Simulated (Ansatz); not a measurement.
# C2H9PSi: a ladder of functionals and wavefunction methods

One table from this session's results is given with a row withheld; the runs are named, their logs left out.

The runs use Ansatz 0.2.0, Gaussian basis; functionals in def2-TZVPP, the program's frozen cores in correlated methods.

Plan: LDA (SPW92), PBE-D4, revPBE-D4, BLYP-D4, r2SCAN-D4, B97M-V, PBE0-D4, B3LYP-D4, r2SCANh-D4, r2SCAN0-D4, HSE06-D4, BHLYP-D4, CAM-B3LYP-D4, LC-ωPBE, ωB97X-V, ωB97M-V, B2PLYP, PBE-QIDH; CCSD(T)/def2-SVP; CCSD(T)/def2-TZVPP; MP2/def2-QZVPP; extrapolation to the limit; RPA on PBE.

## The geometry

The geometry comes from an earlier relaxation with PBE0-D4 in a triple-zeta def2 set; it is a stationary point, not always the lowest conformer.

SMILES `C[SiH](C)P`, 13 atoms, charge 0, spin multiplicity 1.

Atoms are counted from 1 here; the program's logs count them from 0.

Bond lengths: C1–Si2 1.872 Å, C1–H5 1.092 Å, C1–H6 1.093 Å, C1–H7 1.093 Å, Si2–C3 1.872 Å, Si2–P4 2.261 Å, Si2–H8 1.492 Å, C3–H9 1.094 Å, C3–H10 1.093 Å, C3–H11 1.092 Å, P4–H12 1.421 Å, P4–H13 1.422 Å. Angles: Si2–C1–H5 111.1°, Si2–C1–H6 110.9°, Si2–C1–H7 110.6°, H5–C1–H6 108.0°, H5–C1–H7 108.1°, H6–C1–H7 107.9°, C1–Si2–C3 111.0°, C1–Si2–P4 108.1°, C1–Si2–H8 109.4°, C3–Si2–P4 113.4°, C3–Si2–H8 109.2°, P4–Si2–H8 105.6°, Si2–C3–H9 110.7°, Si2–C3–H10 110.7°, Si2–C3–H11 111.0°, H9–C3–H10 108.1°, H9–C3–H11 108.1°, H10–C3–H11 108.0° and more.

As a file:

```mol
C2H9PSi
  3D, bonds by distance, orders not assigned

 13 12  0  0  0  0  0  0  0  0999 V2000
   -1.0487    1.3246   -0.6397 C   0  0
   -0.2229   -0.3376   -0.3923 Si  0  0
    1.6186   -0.1379   -0.1193 C   0  0
   -1.2722   -1.3957    1.3085 P   0  0
   -2.1183    1.2077   -0.8267 H   0  0
   -0.9265    1.9562    0.2440 H   0  0
   -0.6096    1.8497   -1.4920 H   0  0
   -0.4511   -1.1893   -1.5960 H   0  0
    2.0850    0.3569   -0.9760 H   0  0
    1.8148    0.4657    0.7704 H   0  0
    2.1016   -1.1077    0.0174 H   0  0
   -0.2978   -2.4258    1.4041 H   0  0
   -0.6524   -0.6013    2.3125 H   0  0
  1  2  8  0
  2  3  8  0
  2  4  8  0
  1  5  8  0
  1  6  8  0
  1  7  8  0
  2  8  8  0
  3  9  8  0
  3 10  8  0
  3 11  8  0
  4 12  8  0
  4 13  8  0
M  END
```

The first run:

Contents of in.yaml:

```yaml
crystal:
  periodic: [false, false, false]
  atoms:
    - {symbol: C, position_ang: [-1.048742, 1.324561, -0.639721]}
    - {symbol: Si, position_ang: [-0.222867, -0.337640, -0.392325]}
    - {symbol: C, position_ang: [1.618582, -0.137887, -0.119263]}
    - {symbol: P, position_ang: [-1.272167, -1.395657, 1.308466]}
    - {symbol: H, position_ang: [-2.118319, 1.207652, -0.826712]}
    - {symbol: H, position_ang: [-0.926513, 1.956205, 0.244030]}
    - {symbol: H, position_ang: [-0.609645, 1.849682, -1.492011]}
    - {symbol: H, position_ang: [-0.451128, -1.189268, -1.595984]}
    - {symbol: H, position_ang: [2.084992, 0.356873, -0.975990]}
    - {symbol: H, position_ang: [1.814769, 0.465728, 0.770419]}
    - {symbol: H, position_ang: [2.101577, -1.107743, 0.017363]}
    - {symbol: H, position_ang: [-0.297821, -2.425848, 1.404115]}
    - {symbol: H, position_ang: [-0.652420, -0.601260, 2.312513]}
basis:
  gaussian: {orbitals: def2-TZVPP}
hamiltonian: {xc: lda}
output: {orbitals: {seedname: orbitals}}
```

Started as:

```bash
$ ansatz run in.yaml --threads 4 --pin off --events-out ev --progress --plain --max-ram 10444MiB
```

Among the steps run: LDA; PBE-D4 (GGA); revPBE-D4 (GGA); BLYP-D4 (GGA); r2SCAN-D4 (meta-GGA); B97M-V (meta-GGA); PBE0-D4 (hybrid); B3LYP-D4 (hybrid); r2SCANh-D4 (hybrid); r2SCAN0-D4 (hybrid); HSE06-D4 (hybrid); BHLYP-D4 (hybrid); CAM-B3LYP-D4 (range-separated); LC-ωPBE (range-separated); ωB97X-V (range-separated); ωB97M-V (range-separated); B2PLYP (double hybrid); PBE-QIDH (double hybrid).

One of the session's tables, all rows but one given; the rest of the session is left out.

It belongs to the step «Frontier levels by functional». 

```
  functional  HOMO (eV)  LUMO (eV)  gap (eV)
 LDA (SPW92)      -6.19      -0.50      5.69
      PBE-D4      -6.10      -0.35      5.75
   revPBE-D4      -6.06      -0.27      5.78
     BLYP-D4      -5.95      -0.25      5.69
   r2SCAN-D4      -6.33      -0.03      6.30
      B97M-V      -6.45      -0.23      6.22
     PBE0-D4      -7.20       0.51      7.71
    B3LYP-D4          ?          ?         ?
  r2SCANh-D4      -6.74       0.28      7.02
  r2SCAN0-D4      -7.35       0.73      8.08
    HSE06-D4      -6.81       0.13      6.94
    BHLYP-D4      -8.18       1.28      9.46
CAM-B3LYP-D4      -8.47       1.44      9.91
     LC-ωPBE      -9.81       2.66     12.47
     ωB97X-V      -9.48       2.46     11.94
     ωB97M-V      -9.30       2.13     11.43
```

Q: Estimate the row for B3LYP-D4 from the others.

Worked estimate for «HOMO (eV)». Against the share of exact exchange, BLYP-D4 (0, -5.95), BHLYP-D4 (0.5, -8.18) give a slope of -4.46 per unit share; at 0.2 the line stands at -6.84.

**Answer.** HOMO (eV): -6.99; LUMO (eV): 0.26; gap (eV): 7.25. In «HOMO (eV)» the line misses by +0.15.
